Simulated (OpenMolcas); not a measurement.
# Os⁵⁺ among point charges: CASSCF and CASPT2 levels and susceptibility

How does a field of 8 point charges split the states of Os⁵⁺, and what χT follows?

The numbers are computed with OpenMolcas 26.06 (state-averaged CASSCF and CASPT2, spin-orbit coupling by RASSI with atomic mean-field integrals), except any that are marked as measured or tabulated.

## 1. What is computed

```
Species                           : Os⁵⁺ (osmium, Z = 76, 71 electrons)
Basis                             : ANO-RCC-VDZP [7s6p4d2f1g], 68 functions
Scalar Hamiltonian                : DKH2, point nucleus
Inactive shells                   : 1s 2s 2p 3s 3p 3d 4s 4p 4d 4f 5s 5p
Active space                      : 3 electrons in 5 orbitals (5d)
Some configurations of this space : 5d3
Orbitals                          : optimised for each spin and parity, averaged over all roots
```

The outer shells:

5d3
```
5d [↑ ][↑ ][↑ ][  ][  ]
```

The ion sits among 8 point charges of -1.2 e arranged as a cube (Oh), 2.12 Å from the ion.

The work runs as a chain of OpenMolcas steps in one folder; each step below is one input file. Labels, J, g values, rates, χT and fits are worked out afterwards by a script from the matrices that RASSI stores. The input lists half of the charges; inversion (Group=XYZ) makes the rest.

## 2. GATEWAY and SEWARD: basis and integrals

Input file a.inp:

```
&GATEWAY
Coord
1

Os 0.0 0.0 0.0
Basis=ANO-RCC-VDZP
Group=XYZ
NoMove
AngMom=0.0 0.0 0.0
AMFI
XField
4 Angstrom 0
1.223983 1.223983 1.223983 -1.200000
1.223983 1.223983 -1.223983 -1.200000
1.223983 -1.223983 1.223983 -1.200000
1.223983 -1.223983 -1.223983 -1.200000
&SEWARD
```

Command:

```sh
> OMP_NUM_THREADS=1 MOLCAS_MEM=1689 MOLCAS_PROJECT=a pymolcas a.inp > a.log
```

## 3. Reference wave functions, quartets of even parity, 10 roots

Input file a.inp:

```
&RASSCF
FileOrb=start.orb
Symmetry=1
Spin=4
nActEl=3 0 0
Inactive=15 19
Ras2=5 0
CIRoot=10 10 1
SDav=10
CIMx=300
Iter=120 100
PrWF=0.3
OrbListing=Nothing
MaxOrb=0
>>> COPY $Project.JobIph JOB001
```

start.orb holds the contracted functions of the basis, ordered by shell, or the orbitals of the step before.

## 4. CASSCF: doublets of even parity, 40 roots

Input file a.inp:

```
&RASSCF
FileOrb=start.orb
Symmetry=1
Spin=2
nActEl=3 0 0
Inactive=15 19
Ras2=5 0
CIRoot=40 40 1
SDav=40
CIMx=300
Iter=120 100
PrWF=0.3
OrbListing=Nothing
MaxOrb=0
>>> COPY $Project.JobIph JOB002
```

## 5. State interaction with spin-orbit coupling

Input file a.inp:

```
&RASSI
NrOfJobIphs=2 10 40
1 2 3 4 5 6 7 8 9 10
1 2 3 4 5 6 7 8 9 10 11 12 13 14 15 16 17 18 19 20 21 22 23 24 25 26 27
28 29 30 31 32 33 34 35 36 37 38 39 40
IphNames
JOB001
JOB002
EJob
SpinOrbit
DIPRint=1.0
SOCoupling=1000.0
Subsets=2
Property=9
'ANGMOM' 1 'ANGMOM' 2 'ANGMOM' 3 'MLTPL  1' 1 'MLTPL  1' 2 'MLTPL  1' 3
'AMFI' 1 'AMFI' 2 'AMFI' 3
SOProperty=3
'ANGMOM' 1 'ANGMOM' 2 'ANGMOM' 3
```

## 6. CASPT2: IPEA 0.25, imaginary shift 0.1 (closed shells correlated: 5s 5p)

Input file a.inp:

```
>>> COPY JOB001 $Project.JobIph
&CASPT2
Multistate=10 1 2 3 4 5 6 7 8 9 10
NoMult
Frozen=14 16
IPEA=0.25
Imaginary=0.1
MaxIter=60
WThr=0.0 0.3 0.05
PrWF=0.5
NoMix
>>> COPY JOB002 $Project.JobIph
&CASPT2
Multistate=40 1 2 3 4 5 6 7 8 9 10 11 12 13 14 15 16 17 18 19 20 21 22
23 24 25 26 27 28 29 30 31 32 33 34 35 36 37 38 39 40
NoMult
Frozen=14 16
IPEA=0.25
Imaginary=0.1
MaxIter=60
WThr=0.0 0.3 0.05
PrWF=0.5
NoMix
```

(Steps that only read results are left out.)

Before running it: what results should come out? Wanted: spin-free ground state; first state of the same spin within the active space; lowest level; next level.

The runs gave:

| quantity | value |
| --- | --- |
| method | SS-CASPT2, IPEA 0.25, imaginary shift 0.1 (closed shells correlated: 5s 5p) |
| spin-free ground state | 4T1, 3-fold in its orbital part |
| first state of the same spin within the active space | 4T2 at 3400 cm⁻¹ |
| lowest level | 4-fold Γ8 |
| next level | 6336.0 cm⁻¹ |
| χT at 300 K | 0.12 cm³ K/mol |
| effective moment at 300 K | 0.99 μB |

Cost by method:

| method | time of its own steps | time with the reference |
| --- | --- | --- |
| A. CASSCF | 11 s | 11 s |
| B. SS-CASPT2, IPEA 0.25, imaginary shift 0.1, +5s 5p | 5.7 s | 17 s |

Times are of one thread on a shared host.

The spin-free ground state (4T1) comes to 99 % from free-ion F terms and keeps the highest spin of the shell. χT at 300 K is 0.12, against 1.88 cm³ K/mol for the spin alone, so spin-orbit coupling lowers it. A ligand-field fit to the states below 45000 cm-1 gives 10Dq = -4030 cm-1, B = 791 cm-1 and C = 3490 cm-1 (C/B = 4.41), with a deviation of 303 cm-1. CASPT2 does not keep the components of a term degenerate, and the means are used. The field of point charges can differ much from that of real complexes. Point charges carry no covalency, so the field is a model and not that of real ligands.
